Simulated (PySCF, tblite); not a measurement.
# C6H18Si4: geometry, infrared bands and NMR shifts

Aim: predict the infrared bands and NMR shifts of C6H18Si4 (`CC#C[SiH2][Si@@H](CCC)[SiH2][SiH3]`).

Programs: tblite 0.8.0 and PySCF 2.14.0, with density-fitted response routines of our own. Each step states its level of theory. These are calculated values for one molecule in the gas phase, unless marked as measured. Atoms count from 0, in the outputs and in this text.

## 1. The starting structure

28 atoms, charge 0, multiplicity 1; geometry from: force field or distance geometry start.

Bonds of the start (Å): C0–C1 1.48, C1–C2 1.21, C2–Si3 1.82, Si3–Si4 2.21, Si4–C5 1.88, C5–C6 1.50, C6–C7 1.52, Si4–Si8 2.25, Si8–Si9 2.23, C0–H10 1.12, C0–H11 1.09, C0–H12 1.12, Si3–H13 1.50, Si3–H14 1.47, Si4–H15 1.45, C5–H16 1.11, C5–H17 1.12, C6–H18 1.10, C6–H19 1.11, C7–H20 1.12, C7–H21 1.11, C7–H22 1.13, Si8–H23 1.48, Si8–H24 1.48, Si9–H25 1.46, Si9–H26 1.49, Si9–H27 1.48.

## 2. Optimising the geometry with GFN2-xTB

Job settings and geometry (Å):

```
{"job": {"kind": "relax", "xc": "GFN2-xTB", "basis": "xTB"}, "charge": 0, "multiplicity": 1}
C      5.225100    -0.169000    -0.996700
C      3.938800    -0.116400    -0.256700
C      2.913600    -0.094500     0.389400
Si     1.358400    -0.040400     1.337500
Si    -0.368400    -0.064600    -0.045400
C     -1.637200    -1.256300     0.654000
C     -2.696600    -1.640600    -0.333300
C     -3.633300    -2.600700     0.391300
Si    -1.290700     1.988000    -0.038900
Si     0.148300     3.511400    -0.792700
H      5.844100     0.698400    -0.664700
H      4.995300    -0.188500    -2.060600
H      5.816800    -1.063000    -0.680300
H      1.233300    -1.273900     2.181400
H      1.311900     1.078500     2.288100
H     -0.009800    -0.348400    -1.416400
H     -1.146200    -2.193900     0.981100
H     -2.075000    -0.710700     1.529800
H     -2.282800    -2.167500    -1.207300
H     -3.287800    -0.746900    -0.604000
H     -4.672300    -2.579300    -0.019100
H     -3.196800    -3.622100     0.379000
H     -3.654300    -2.298800     1.478400
H     -2.455100     1.925700    -0.950500
H     -1.799000     2.335300     1.302900
H      1.420200     2.904100    -1.189700
H     -0.447900     4.279300    -1.925700
H      0.426700     4.482000     0.283200
```

Run with:

```
$ OMP_NUM_THREADS=1 python probes_run.py task.json out
```

One launch serves the whole session: the jobs run in the order shown.

**Question.** This job is followed by: GFN2-xTB harmonic vibrations, gas phase; PBE0-D3(BJ)/def2-SVP geometry optimisation, gas phase; GIAO PBE0/pcSseg-1 NMR shielding, non-relativistic, gas phase; GIAO PBE/pcSseg-1 NMR shielding, non-relativistic, gas phase. Predict these results of the whole session: strongest single infrared mode (GFN2-xTB); zero-point energy (GFN2-xTB); point group; rotational constants (main isotopes); ¹³C shifts against TMS (PBE0/pcSseg-1); ¹H shifts against TMS (PBE0/pcSseg-1, means over atoms taken as alike); ²⁹Si shifts against TMS (PBE0/pcSseg-1); range of the shift of Si3.

**Answer**, as computed:

```
                                                              quantity                                                                       value
                             strongest single infrared mode (GFN2-xTB)                                                        788 cm⁻¹, 586 km/mol
                                          zero-point energy (GFN2-xTB)                                                              128.1 kcal/mol
                                                           point group                                                                          C1
                                  rotational constants (main isotopes)                                                        1.00, 0.35, 0.27 GHz
                                ¹³C shifts against TMS (PBE0/pcSseg-1)                                      119.1, 78.9, 24.7, 20.3, 14.1, 6.9 ppm
¹H shifts against TMS (PBE0/pcSseg-1, means over atoms taken as alike)  4.31, 4.19, 3.85, 3.69, 3.63, 3.34, 1.93, 1.38, 1.26, 1.05, 0.73, 0.36 ppm
                               ²⁹Si shifts against TMS (PBE0/pcSseg-1)                                            -65.2, -95.2, -102.2, -118.5 ppm
                                             range of the shift of Si3                                                          -99.9 to -95.2 ppm
```

What this shows: Over 268 steps the energy fell by 0.800 eV; of the close pairs, Si3–Si4 changed most, 2.212 to 2.325 Å (GFN2-xTB). The lowest mode is imaginary (30i cm⁻¹), so the xTB geometry is not a minimum. The strongest single mode, at 788 cm⁻¹, has its largest shares on H27, H26 and H25 (the list is cut at 3 atoms). GFN2-xTB is a fitted tight-binding method: band positions and strengths are rough. Its intensities can rank the bands wrongly. Relaxing lowered the energy by 0.484 eV in 20 steps; the close pair that moved most is C0–H12, from 1.029 to 1.101 Å (PBE0/def2-SVP). At PBE0/pcSseg-1: The largest span, 286 ppm, is at C1, where the paramagnetic term is -211 ppm. Across the 2 runs the shift of Si3 moves most, between -99.9 (PBE/pcSseg-1) and -95.2 ppm (PBE0/pcSseg-1).
